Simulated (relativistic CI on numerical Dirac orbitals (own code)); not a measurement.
**Ge: one ion under different settings**

How much do the settings matter for Ge? One ion, several inputs.

Program: relativistic CI on numerical Dirac orbitals (own code) version 3. Level of theory: Dirac-Coulomb-Breit CI, KLI orbitals optimised for each configuration, model QED (radiative potential, 1s self-energy scaled to tabulated hydrogen-like ionisation energies), numerical settings as typed. These are calculated values, not measurements, unless marked.

**1. The atom as given**

| Quantity | Value |
| --- | --- |
| ion | Ge (Ge I) |
| nuclear charge | 32 |
| electrons | 32 |
| isotope | A = 74 |

**2. Usual settings**

Input settings:

```ini
atom Ge  Z=32  charge=0  electrons=32
nucleus A=74  rms_radius_fm=4.0742
hamiltonian dirac-coulomb  breit=on  qed=on  c_scale=1
orbitals kli  potential=per-configuration
slater_scale 1
correlation none
mixing on
grid step=0.0125 r_max=149
scf mixing=0.4 start=green max_iterations=150 tolerance=2e-08 node_fill=0.05
configurations
  [Ar] 3d10 4s2 4p2
  [Ar] 3d10 4s2 4p 4d
end
```

Run with:

```bash
> python run_levels.py task.json out
```

task.json lists these runs, among others, and the program works through them in turn.

Results of the run (chosen fields of its result record, rounded):

```text
status: converged
levels [i, E_cm, J2, conf, term, w_term, w_jj]:
  - [0, 0, 0, "4p2", "3P", 0.9968, 0.7186]
  - [1, 517.90002, 2, "4p2", "3P", 1, 1]
  - [2, 1389.9503, 4, "4p2", "3P", 0.9934, 0.5882]
  - [3, 9274.0871, 4, "4p2", "1D", 0.9934, 0.5882]
  - [4, 21663.596, 0, "4p2", "1S", 0.9968, 0.7186]
  - [5, 45769.199, 4, "4p 4d", "3F*", 0.6344, 0.9629]
  - [6, 46419.913, 6, "4p 4d", "3F*", 0.8247, 0.8006]
  - [7, 46484.176, 4, "4p 4d", "1D*", 0.399, 0.7468]
  - [8, 47158.938, 2, "4p 4d", "3D*", 0.832, 0.8488]
  - [9, 47545.793, 8, "4p 4d", "3F*", 1, 1]
  - [10, 47761.334, 4, "4p 4d", "3D*", 0.4802, 0.6027]
  - [11, 48200.849, 6, "4p 4d", "3D*", 0.8415, 0.6216]
  - [12, 48802.855, 4, "4p 4d", "3P*", 0.7045, 0.5935]
  - [13, 49025.746, 2, "4p 4d", "3P*", 0.8629, 0.8634]
  - "... 3 more rows left out ..."
total_energy [Ha]: -2095.8893576
n_levels_all: 17
overlap: 2.78401e-12
scf_iterations: [12, 12]
orbital_energies [Ha]: {"1s": -402.363, "2s": -50.439, "2p1/2": -44.8587, "2p3/2": -43.6903, "3s": -6.39133, "3p1/2": -4.54569, "3p3/2": -4.39013, "3d3/2": -1.26174, "3d5/2": -1.2404, "4s": -0.542892, "4p1/2": -0.266917, "4p3/2": -0.260595}
configurations [conf, odd, states, E_av_Ha, breit_Ha, qed_Ha]:
  - ["4p2", 0, 15, -2097.453858, 0.9494, 0.6384]
  - ["4p 4d", 1, 60, -2097.25855, 0.9493, 0.6384]
scf_steps of the first configuration [iteration, E_Ha, residual, outer_eigenvalue_Ha]:
  - [1, -2093.699943, 1.31, -0.3838]
  - [2, -2097.342934, 0.237, -0.2437]
  - [3, -2097.436705, 0.0862, -0.2401]
  - [4, -2097.453469, 0.0421, -0.2618]
  - [5, -2097.453455, 0.00483, -0.2589]
  - [6, -2097.453918, 0.00113, -0.2606]
  - [7, -2097.453837, 0.000224, -0.2606]
  - [8, -2097.453855, 5.04e-05, -0.2606]
  - [9, -2097.453858, 7.98e-06, -0.2606]
  - [10, -2097.453858, 2.81e-06, -0.2606]
  - [11, -2097.453858, 7.05e-08, -0.2606]
  - [12, -2097.453858, 6.41e-09, -0.2606]
```

Wall time 0.15 s (1 thread, shared host).

**3. Node fill 0.2, grid step 0.02**

Changes to the settings of step 2:

```diff
@@ -7,4 +7,4 @@
 mixing on
-grid step=0.0125 r_max=149
-scf mixing=0.4 start=green max_iterations=150 tolerance=2e-08 node_fill=0.05
+grid step=0.02 r_max=149
+scf mixing=0.4 start=green max_iterations=150 tolerance=2e-08 node_fill=0.2
 configurations
```

Result record:

```text
status: converged
levels [i, E_cm, J2, conf, term, w_term]:
  - [0, 0, 0, "4p2", "3P", 0.9965]
  - [1, 544.01938, 2, "4p2", "3P", 1]
  - [2, 1448.2293, 4, "4p2", "3P", 0.9926]
  - [3, 9218.4876, 4, "4p2", "1D", 0.9926]
  - [4, 21450.816, 0, "4p2", "1S", 0.9965]
  - [5, 45702.235, 4, "4p 4d", "3F*", 0.6384]
  - [6, 46354.967, 6, "4p 4d", "3F*", 0.813]
  - [7, 46414.809, 4, "4p 4d", "1D*", 0.3841]
  - "... 9 more rows left out ..."
total_energy [Ha]: -2095.8834461
n_levels_all: 17
overlap: 7.06269e-11
scf_iterations: [12, 12]
orbital_energies [Ha]: {"1s": -401.843, "2s": -50.2581, "2p1/2": -44.6521, "2p3/2": -43.4879, "3s": -6.3453, "3p1/2": -4.49707, "3p3/2": -4.34224, "3d3/2": -1.21709, "3d5/2": -1.19608, "4s": -0.53169, "4p1/2": -0.259697, "4p3/2": -0.253623}
configurations [conf, odd, states, E_av_Ha, breit_Ha, qed_Ha]:
  - ["4p2", 0, 15, -2097.445644, 0.9473, 0.6381]
  - ["4p 4d", 1, 60, -2097.25058, 0.9472, 0.6382]
scf_steps of the first configuration [iteration, E_Ha, residual, outer_eigenvalue_Ha]:
  - [1, -2093.69987, 1.36, -0.3838]
  - [2, -2097.372076, 0.249, -0.2378]
  - [3, -2097.427852, 0.0924, -0.2336]
  - [4, -2097.452213, 0.044, -0.2546]
  - [5, -2097.444327, 0.00505, -0.2518]
  - [6, -2097.445883, 0.00114, -0.2537]
  - [7, -2097.445602, 0.000166, -0.2536]
  - [8, -2097.445635, 5.14e-05, -0.2536]
  - [9, -2097.445645, 7.2e-06, -0.2536]
  - [10, -2097.445644, 3.12e-06, -0.2536]
  - [11, -2097.445644, 6.35e-08, -0.2536]
  - [12, -2097.445644, 6.82e-09, -0.2536]
```

Wall time 0.094 s (1 thread, shared host).

**4. Tolerance 0.0001, Breit term off, QED terms off**

Input settings:

```ini
atom Ge  Z=32  charge=0  electrons=32
nucleus A=74  rms_radius_fm=4.0742
hamiltonian dirac-coulomb  breit=off  qed=off  c_scale=1
orbitals kli  potential=per-configuration
slater_scale 1
correlation none
mixing on
grid step=0.0125 r_max=149
scf mixing=0.4 start=green max_iterations=150 tolerance=0.0001 node_fill=0.05
configurations
  [Ar] 3d10 4s2 4p2
  [Ar] 3d10 4s2 4p 4d
end
```

Result record:

```text
status: converged
levels [i, E_cm, J2, conf, term, w_term]:
  - [0, 0, 0, "4p2", "3P", 0.9967]
  - [1, 530.67623, 2, "4p2", "3P", 1]
  - [2, 1420.7504, 4, "4p2", "3P", 0.9931]
  - [3, 9299.3216, 4, "4p2", "1D", 0.9931]
  - [4, 21687.926, 0, "4p2", "1S", 0.9967]
  - [5, 45777.531, 4, "4p 4d", "3F*", 0.6377]
  - [6, 46435.047, 6, "4p 4d", "3F*", 0.8214]
  - [7, 46500.439, 4, "4p 4d", "1D*", 0.3952]
  - "... 9 more rows left out ..."
total_energy [Ha]: -2097.4772085
n_levels_all: 17
overlap: 2.78597e-12
scf_iterations: [8, 7]
orbital_energies [Ha]: {"1s": -402.363, "2s": -50.4389, "2p1/2": -44.8586, "2p3/2": -43.6902, "3s": -6.39128, "3p1/2": -4.54564, "3p3/2": -4.39008, "3d3/2": -1.26169, "3d5/2": -1.24035, "4s": -0.542873, "4p1/2": -0.266904, "4p3/2": -0.260583}
configurations [conf, odd, states, E_av_Ha, breit_Ha, qed_Ha]:
  - ["4p2", 0, 15, -2097.453855, 0, 0]
  - ["4p 4d", 1, 60, -2097.258545, 0, 0]
scf_steps of the first configuration [iteration, E_Ha, residual, outer_eigenvalue_Ha]:
  - [1, -2093.699943, 1.31, -0.3838]
  - [2, -2097.342934, 0.237, -0.2437]
  - [3, -2097.436705, 0.0862, -0.2401]
  - [4, -2097.453469, 0.0421, -0.2618]
  - [5, -2097.453455, 0.00483, -0.2589]
  - [6, -2097.453918, 0.00113, -0.2606]
  - [7, -2097.453837, 0.000224, -0.2606]
  - [8, -2097.453855, 5.04e-05, -0.2606]
```

It took 0.083 s on 1 thread, shared host.

**5. Slater scale 1.2**

Input settings:

```ini
atom Ge  Z=32  charge=0  electrons=32
nucleus A=74  rms_radius_fm=4.0742
hamiltonian dirac-coulomb  breit=on  qed=on  c_scale=1
orbitals kli  potential=per-configuration
slater_scale 1.2
correlation none
mixing on
grid step=0.0125 r_max=149
scf mixing=0.4 start=green max_iterations=150 tolerance=2e-08 node_fill=0.05
configurations
  [Ar] 3d10 4s2 4p2
  [Ar] 3d10 4s2 4p 4d
end
```

Result record:

```text
status: converged
levels [i, E_cm, J2, conf, term, w_term]:
  - [0, 0, 0, "4p2", "3P", 0.9978]
  - [1, 510.1565, 2, "4p2", "3P", 1]
  - [2, 1398.495, 4, "4p2", "3P", 0.9955]
  - [3, 10909.947, 4, "4p2", "1D", 0.9955]
  - [4, 25769.594, 0, "4p2", "1S", 0.9978]
  - [5, 46372.951, 4, "4p 4d", "3F*", 0.601]
  - [6, 47090.07, 6, "4p 4d", "3F*", 0.8562]
  - [7, 47150.237, 4, "4p 4d", "1D*", 0.4306]
  - "... 9 more rows left out ..."
total_energy [Ha]: -2095.8930952
n_levels_all: 17
overlap: 2.78401e-12
scf_iterations: [12, 12]
orbital_energies [Ha]: {"1s": -402.363, "2s": -50.439, "2p1/2": -44.8587, "2p3/2": -43.6903, "3s": -6.39133, "3p1/2": -4.54569, "3p3/2": -4.39013, "3d3/2": -1.26174, "3d5/2": -1.2404, "4s": -0.542892, "4p1/2": -0.266917, "4p3/2": -0.260595}
configurations [conf, odd, states, E_av_Ha, breit_Ha, qed_Ha]:
  - ["4p2", 0, 15, -2097.453858, 0.9494, 0.6384]
  - ["4p 4d", 1, 60, -2097.25855, 0.9493, 0.6384]
scf_steps of the first configuration [iteration, E_Ha, residual, outer_eigenvalue_Ha]:
  - [1, -2093.699943, 1.31, -0.3838]
  - [2, -2097.342934, 0.237, -0.2437]
  - [3, -2097.436705, 0.0862, -0.2401]
  - [4, -2097.453469, 0.0421, -0.2618]
  - [5, -2097.453455, 0.00483, -0.2589]
  - [6, -2097.453918, 0.00113, -0.2606]
  - [7, -2097.453837, 0.000224, -0.2606]
  - [8, -2097.453855, 5.04e-05, -0.2606]
  - [9, -2097.453858, 7.98e-06, -0.2606]
  - [10, -2097.453858, 2.81e-06, -0.2606]
  - [11, -2097.453858, 7.05e-08, -0.2606]
  - [12, -2097.453858, 6.41e-09, -0.2606]
```

Wall time 0.14 s (1 thread, shared host).

**6. Node fill 0.5**

Input settings:

```ini
atom Ge  Z=32  charge=0  electrons=32
nucleus A=74  rms_radius_fm=4.0742
hamiltonian dirac-coulomb  breit=on  qed=on  c_scale=1
orbitals kli  potential=per-configuration
slater_scale 1
correlation none
mixing on
grid step=0.0125 r_max=149
scf mixing=0.4 start=green max_iterations=150 tolerance=2e-08 node_fill=0.5
configurations
  [Ar] 3d10 4s2 4p2
  [Ar] 3d10 4s2 4p 4d
end
```

Result record:

```text
status: converged
levels [i, E_cm, J2, conf, term, w_term]:
  - [0, 0, 0, "4p2", "3P", 0.9959]
  - [1, 581.78197, 2, "4p2", "3P", 1]
  - [2, 1530.6604, 4, "4p2", "3P", 0.9913]
  - [3, 9113.9439, 4, "4p2", "1D", 0.9913]
  - [4, 21082.821, 0, "4p2", "1S", 0.9959]
  - [5, 45486.299, 4, "4p 4d", "3F*", 0.6438]
  - [6, 46140.784, 6, "4p 4d", "3F*", 0.7971]
  - [7, 46194.044, 4, "4p 4d", "1D*", 0.3647]
  - "... 9 more rows left out ..."
total_energy [Ha]: -2095.8562863
n_levels_all: 17
overlap: 2.34275e-12
scf_iterations: [11, 12]
orbital_energies [Ha]: {"1s": -401.11, "2s": -50.0086, "2p1/2": -44.363, "2p3/2": -43.205, "3s": -6.27576, "3p1/2": -4.42447, "3p3/2": -4.27076, "3d3/2": -1.15309, "3d5/2": -1.13254, "4s": -0.514309, "4p1/2": -0.248245, "4p3/2": -0.242525}
configurations [conf, odd, states, E_av_Ha, breit_Ha, qed_Ha]:
  - ["4p2", 0, 15, -2097.415076, 0.9441, 0.6378]
  - ["4p 4d", 1, 60, -2097.220837, 0.944, 0.6378]
scf_steps of the first configuration [iteration, E_Ha, residual, outer_eigenvalue_Ha]:
  - [1, -2093.699943, 1.44, -0.3838]
  - [2, -2097.399345, 0.265, -0.2288]
  - [3, -2097.397095, 0.101, -0.2238]
  - [4, -2097.433184, 0.0468, -0.2432]
  - [5, -2097.412479, 0.00514, -0.2406]
  - [6, -2097.41558, 0.00116, -0.2426]
  - [7, -2097.415037, 8.13e-05, -0.2425]
  - [8, -2097.415059, 5.16e-05, -0.2425]
  - [9, -2097.415078, 3.04e-06, -0.2425]
  - [10, -2097.415077, 2.11e-06, -0.2425]
  - [11, -2097.415076, 1.35e-08, -0.2425]
```

Wall time 0.14 s (1 thread, shared host).

**7. Nuclear radius 407.42**

Input settings:

```ini
atom Ge  Z=32  charge=0  electrons=32
nucleus A=74  rms_radius_fm=407.4200
hamiltonian dirac-coulomb  breit=on  qed=on  c_scale=1
orbitals kli  potential=per-configuration
slater_scale 1
correlation none
mixing on
grid step=0.0125 r_max=149
scf mixing=0.4 start=green max_iterations=74 tolerance=2e-08 node_fill=0.05
configurations
  [Ar] 3d10 4s2 4p2
  [Ar] 3d10 4s2 4p 4d
end
```

Result record:

```text
status: converged
levels [i, E_cm, J2, conf, term, w_term]:
  - [0, 0, 0, "4p2", "3P", 0.997]
  - [1, 510.58326, 2, "4p2", "3P", 1]
  - [2, 1373.035, 4, "4p2", "3P", 0.9937]
  - [3, 9358.2295, 4, "4p2", "1D", 0.9937]
  - [4, 21895.702, 0, "4p2", "1S", 0.997]
  - [5, 47267.3, 4, "4p 4d", "3F*", 0.6328]
  - [6, 47917.101, 6, "4p 4d", "3F*", 0.8313]
  - [7, 47983.943, 4, "4p 4d", "1D*", 0.4076]
  - "... 9 more rows left out ..."
total_energy [Ha]: -2032.6527609
n_levels_all: 17
overlap: 2.93643e-12
scf_iterations: [12, 12]
orbital_energies [Ha]: {"1s": -375.322, "2s": -47.7822, "2p1/2": -45.0667, "2p3/2": -43.9235, "3s": -6.00547, "3p1/2": -4.59, "3p3/2": -4.43816, "3d3/2": -1.29653, "3d5/2": -1.27489, "4s": -0.519519, "4p1/2": -0.274072, "4p3/2": -0.267763}
configurations [conf, odd, states, E_av_Ha, breit_Ha, qed_Ha]:
  - ["4p2", 0, 15, -2033.851987, 0.853, 0.3696]
  - ["4p 4d", 1, 60, -2033.649994, 0.8529, 0.3697]
scf_steps of the first configuration [iteration, E_Ha, residual, outer_eigenvalue_Ha]:
  - [1, -2030.412011, 1.27, -0.3837]
  - [2, -2033.756976, 0.205, -0.2486]
  - [3, -2033.838604, 0.07, -0.2461]
  - [4, -2033.851567, 0.0397, -0.2692]
  - [5, -2033.85157, 0.00481, -0.2662]
  - [6, -2033.852051, 0.00129, -0.2678]
  - [7, -2033.851969, 0.000202, -0.2678]
  - [8, -2033.851985, 5.79e-05, -0.2677]
  - [9, -2033.851987, 3.14e-06, -0.2678]
  - [10, -2033.851987, 2.66e-06, -0.2678]
  - [11, -2033.851987, 5.11e-08, -0.2678]
  - [12, -2033.851987, 5.8e-09, -0.2678]
```

It took 0.14 s on 1 thread, shared host.

This setting is unsound; the numbers are not properties of the ion.

**8. The runs side by side**

| setting | total energy less usual (Ha) | largest shift of a level among the lowest eight of both runs, same label and place (cm⁻¹) | SCF iterations | time | lowest level | kind of change |
| --- | --- | --- | --- | --- | --- | --- |
| usual | 0 | 0 | 24 | 0.15 s | 4p2 3P0 | - |
| node fill 0.2, grid step 0.02 | 0.00591 | 213 | 24 | 0.094 s | 4p2 3P0 | numerical |
| tolerance 0.0001, Breit term off, QED terms off | -1.59 | 30.8 | 15 | 0.083 s | 4p2 3P0 | model term |
| Slater scale 1.2 | -0.00374 | 4110 | 24 | 0.14 s | 4p2 3P0 | model term |
| node fill 0.5 | 0.0331 | 581 | 23 | 0.14 s | 4p2 3P0 | numerical |
| nuclear radius 407.42 | 63.2 | 1500 | 24 | 0.14 s | 4p2 3P0 | unsound |

**9. Outcome**

| quantity | value |
| --- | --- |
| lowest level, usual settings | 4p2 3P0 |
| total energy | -2095.8894 Ha |
| first excitation | 517.9 cm⁻¹ |

What this shows: Among the runs whose levels can be followed, they move most under «Slater scale 1.2» (model term), by up to 4110 cm⁻¹. Only the listed configurations are in the model. Near neutrality, missing correlation can shift configurations against each other by thousands of cm⁻¹.
